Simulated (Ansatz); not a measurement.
# CBF2N: one species, many methods

One table from this session's results is given with a row withheld; the runs are named, their logs left out.

Method: functionals in def2-TZVPP, the program's frozen cores in correlated methods; program: Ansatz 0.2.0, Gaussian basis.

Plan: LDA (SPW92), PBE-D4, revPBE-D4, BLYP-D4, r2SCAN-D4, B97M-V, PBE0-D4, B3LYP-D4, r2SCANh-D4, r2SCAN0-D4, HSE06-D4, BHLYP-D4, CAM-B3LYP-D4, LC-ωPBE, ωB97X-V, ωB97M-V, B2PLYP, PBE-QIDH; CCSD(T)/def2-SVP; CCSD(T)/def2-TZVPP; MP2/def2-QZVPP; extrapolation to the limit; RPA on PBE.

### The relaxed structure

An earlier PBE0-D4 in a triple-zeta def2 set relaxation fixed the geometry.

SMILES `N#CB(F)F`, 5 atoms, charge 0, spin multiplicity 1.

Atoms are counted from 1 here; the program's logs count them from 0.

Bond lengths: N1–C2 1.150 Å, C2–B3 1.543 Å, B3–F4 1.306 Å, B3–F5 1.306 Å. Angles: N1–C2–B3 180.0°, C2–B3–F4 119.9°, C2–B3–F5 119.9°, F4–B3–F5 120.2°.

Set-up of the first run:

File in.yaml:

```yaml
crystal:
  periodic: [false, false, false]
  atoms:
    - {symbol: N, position_ang: [-0.715064, 1.789656, 0.801034]}
    - {symbol: C, position_ang: [-0.319401, 0.804809, 0.359274]}
    - {symbol: B, position_ang: [0.211976, -0.517356, -0.233753]}
    - {symbol: F, position_ang: [1.451153, -0.872809, -0.026162]}
    - {symbol: F, position_ang: [-0.578663, -1.277901, -0.941894]}
basis:
  gaussian: {orbitals: def2-TZVPP}
hamiltonian: {xc: lda}
output: {orbitals: {seedname: orbitals}}
```

Steps of the session up to this table: LDA; PBE-D4 (GGA); revPBE-D4 (GGA); BLYP-D4 (GGA); r2SCAN-D4 (meta-GGA); B97M-V (meta-GGA); PBE0-D4 (hybrid); B3LYP-D4 (hybrid); r2SCANh-D4 (hybrid); r2SCAN0-D4 (hybrid); HSE06-D4 (hybrid); BHLYP-D4 (hybrid); CAM-B3LYP-D4 (range-separated); LC-ωPBE-D4 (range-separated; the results give it without D4); ωB97X-V (range-separated); ωB97M-V (range-separated); B2PLYP (double hybrid); PBE-QIDH (double hybrid).

One table of the session follows, with a row left open; its other results are not shown here.

It belongs to the step «Frontier levels by functional». 

| functional | HOMO (eV) | LUMO (eV) | gap (eV) |
| --- | --- | --- | --- |
| LDA (SPW92) | -9.39 | -3.63 | 5.76 |
| PBE-D4 | -9.26 | -3.30 | 5.97 |
| revPBE-D4 | -9.18 | -3.17 | 6.01 |
| BLYP-D4 | -9.11 | -3.18 | 5.93 |
| r2SCAN-D4 | -9.59 | -3.08 | 6.52 |
| B97M-V | -9.56 | -2.97 | 6.59 |
| PBE0-D4 | -10.73 | -2.32 | 8.41 |
| B3LYP-D4 | ? | ? | ? |
| r2SCANh-D4 | -10.14 | -2.72 | 7.42 |
| r2SCAN0-D4 | -10.94 | -2.18 | 8.77 |
| HSE06-D4 | -10.31 | -2.70 | 7.61 |
| BHLYP-D4 | -12.01 | -1.25 | 10.75 |
| CAM-B3LYP-D4 | -12.19 | -1.17 | 11.02 |
| LC-ωPBE | -13.69 | 0.11 | 13.80 |
| ωB97X-V | -13.21 | 0.04 | 13.25 |
| ωB97M-V | -13.08 | -0.07 | 13.01 |

Estimate the missing values for B3LYP-D4.

Worked estimate for «HOMO (eV)». Against the share of exact exchange, BLYP-D4 (0, -9.11), BHLYP-D4 (0.5, -12.01) give a slope of -5.80 per unit share; at 0.2 the line stands at -10.27.

**Answer.** HOMO (eV): -10.44; LUMO (eV): -2.57; gap (eV): 7.87. In «HOMO (eV)» the line misses by +0.17.
